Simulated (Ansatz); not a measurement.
# WHO+ (triplet): from Hartree-Fock to the top rungs, def2-QZVPP

The task here is to estimate one member of a computed series from the others.

The runs use Ansatz 0.2.0, Gaussian basis; def2-QZVPP, core rule «outside noble gas», up to 5 orbitals frozen.

Plan: UHF; ROHF; CCSD(T) on UHF.

2 further runs of the same task are left out: 2 set aside as unsound or not needed. Runs told in other sessions of the task aren't counted.

**The system**

The geometry is a PBE0/def2-TZVP stationary point (not a proven minimum). No spin-orbit coupling is included. Elements past krypton take def2 core potentials.

3 atoms, charge 1, spin multiplicity 3.

Atoms are counted from 1 here; the program's logs count them from 0.

Bond lengths: W1–O2 1.795 Å, O2–H3 0.974 Å. Angles: W1–O2–H3 128.0°.

The first run:

in.yaml

```yaml
crystal:
  periodic: [false, false, false]
  atoms:
    - {symbol: W, position_ang: [0.000000, -0.170624, 1.409222]}
    - {symbol: O, position_ang: [0.000000, -0.279768, -0.381991]}
    - {symbol: H, position_ang: [0.000000, 0.450392, -1.027231]}
basis:
  gaussian: {orbitals: "def2-QZVPP.json"}
total_charge: 1
magnetization: {spin_polarized: true, initial_magnetization: 2}
hamiltonian: {xc: hf}
output: {orbitals: {seedname: orbitals}}
```

Run with:

```console
ansatz run in.yaml --threads 1 --pin off --events-out ev --progress --plain --max-ram 4096MiB --backend cpu
```

Steps of the session up to this table: UHF; ROHF; CCSD(T) on UHF.

One of the session's tables, all rows but one given; the rest of the session is left out.

| method | from UCCSD(T) (kcal/mol) |
| --- | --- |
| ROHF | +280.02 |
| UMP2 | ? |
| UCCSD | +20.25 |
| UCCSD(T) | 0 |

Estimate the missing values for UMP2.

As computed: from UCCSD(T) (kcal/mol): +30.88. In the column «from UCCSD(T) (kcal/mol)» it lies between UCCSD (+20.25) and ROHF (+280.02).

Left out of the table: UHF (another determinant or state than the rows shown).

The program flags UCCSD(T) as in doubt (see the logs), so the zero of the table is itself unsure.

To keep in mind: The determinant of HF (⟨S²⟩ 3.00) is far from a pure spin state, so its energy mixes those of several spin states; that is harmless only where they are near-degenerate. The determinant of CCSD(T) (⟨S²⟩ 2.97) is far from a pure spin state, so its energy mixes those of several spin states; high orders of coupled cluster remove much of that, low ones don't. The program flags UCCSD(T) as in doubt, so the zero of the table is itself unsure. Warnings: spin contamination; coupled cluster took another determinant than the lowest.
